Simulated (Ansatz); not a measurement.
Crystal: TaVN2.

```
Ta V N
1.0
     3.04987    0.00000    0.00000
     0.00000    3.04987    0.00000
     0.00000    0.00000    4.29606
Ta V N
1 1 2
Cartesian
  0.0000 0.0000 0.0000
  1.5249 1.5249 2.1480
  1.5249 1.5249 0.0000
  0.0000 0.0000 2.1480
```

The cell comes from a database or a generator and needn't be the stable form of this composition.

* Program: Ansatz 0.2.0
* Task: relaxation of cell and atoms
* Functional: BLYP
* Potentials or basis: Ansatz PAW
* Cutoff: 420 eV (not typed: the program's choice for these potentials)
* k mesh: 9 × 9 × 6
* Occupations: fermi-dirac, width 0.05 eV
* Spin: collinear spin, ferromagnetic start
* Starting moments: [0.0, 2.0, 0.0, 0.0] μB

At the start: volume 9.99 Å³/atom.

Task: Where does the relaxation end?

Result: It ends after 6 steps and the volume is 10.35 Å³/atom (+3.6 %); space group P4/mmm (No. 123, to 0.05 Å); moment 1.32 μB per cell.

Step by step:
| step | energy change (eV) | largest force (eV/Å) | volume (Å³) |
| --- | --- | --- | --- |
| 1 | 0.0000 | 0.0000 | 39.96 |
| 2 | -0.0388 | 0.0000 | 41.36 |
| 3 | -0.0387 | 0.0000 | 41.37 |
| 4 | -0.0452 | 0.0000 | 41.37 |
| 5 | -0.0451 | 0.0000 | 41.40 |
| 6 | -0.0452 | 0.0000 | 41.40 |

Final structure:
```cif
data_structure
_symmetry_space_group_name_H-M 'P 1'
_symmetry_Int_Tables_number 1
_cell_length_a 3.0864
_cell_length_b 3.0864
_cell_length_c 4.3463
_cell_angle_alpha 90.000
_cell_angle_beta 90.000
_cell_angle_gamma 90.000
_cell_volume 41.40
loop_
_atom_site_label
_atom_site_type_symbol
_atom_site_fract_x
_atom_site_fract_y
_atom_site_fract_z
_atom_site_occupancy
Ta1 Ta 0.00000 0.00000 0.00000 1
V1 V 0.50000 0.50000 0.50000 1
N1 N 0.50000 0.50000 0.00000 1
N2 N 0.00000 0.00000 0.50000 1
```

Caveat: the plane-wave basis is chosen anew once the cell has moved, so the energies of steps on either side of that aren't comparable; the pressure holds a Pulay correction of +0.6 GPa for the finite cutoff; the PAW data sets come from PBE, with cores solved anew for the run's functional, which leaves a small shift of forces and pressure.
